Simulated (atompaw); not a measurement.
# Pseudopotential generation for selenium: PAW (atompaw), PBE

Do these settings give a usable potential? It is generated, then checked for scattering, ghosts and hardness.

Program: atompaw 4.2.0.5. Reference atom: PBE, scalar-relativistic, spherical and spin-unpolarised. All values are calculated.

### 1 Starting point

Typed settings, in words:

- element: selenium (Se, Z = 34)
- type: PAW
- frozen core: [Ne] 3s2
- valence charge: 22
- reference configuration: 3p6 3d10 4s1.75 4p4.25
- partial waves: 4s (bound): rc 1.60 bohr; 4s channel at 1.35 Ry: rc 1.60 bohr; 3p (bound): rc 0.95 bohr; 4p (bound): rc 0.90 bohr; 3d (bound): rc 0.95 bohr; 3d channel at -0.85 Ry: rc 0.95 bohr
- local potential: bessel scheme, radius 1.50 bohr
- core correction: smooth core density matched at 1.55 bohr
- augmentation charge: besselshape compensation charge, radius 1.45 bohr; PAW radius 1.60 bohr; waves and projectors: custom rrkj gramschmidtortho

### 2 Generating the potential

Contents of Se.input:

```
Se 34
GGA-PBE scalarrelativistic loggrid 1500 logderivrange -13 5 451
4 4 3 0 0 0
4 0 1.75
4 1 4.25
0 0 0
c
c
c
v
c
v
v
v
2
1.60 1.45 1.50 1.55
y
1.35
n
n
y
-0.85
n
custom rrkj gramschmidtortho besselshape
bessel
1.60
1.60
0.95
0.90
0.95
0.95
PWSCFOUT
UPFDX 0.0125d0 UPFXMIN -7.d0 UPFZMESH 34.d0
END
```

Launch:

```
$ atompaw < Se.input > Se.log
```

Before running it: what results should come out? Wanted: cutoffs for 10 and 1 mRy, occupied levels; bound ghosts; largest phase difference near zero energy, channels read; lowest eigenvalue of the overlap; share of valence orbitals outside the PAW sphere; UPF file.

**Answer**, as computed:

| quantity | value |
| --- | --- |
| cutoffs for 10 and 1 mRy, occupied levels | 200 Ry and 300 Ry |
| bound ghosts | none found |
| largest phase difference near zero energy, channels read | 0.002 rad |
| lowest eigenvalue of the overlap (Bessel basis) | 0.244 (p) |
| share of valence orbitals outside the PAW sphere | 4s 57 %, 3p 0 %, 4p 76 %, 3d 1 % |
| UPF file | written |

**Reading.** The potential is very hard: the looser tolerance needs 200 Ry. It is free of bound ghosts as far as tested. Near zero energy the phases of the channels with partial waves agree within 0.002 rad. These are tests on the free atom; a crystal test is still owed.
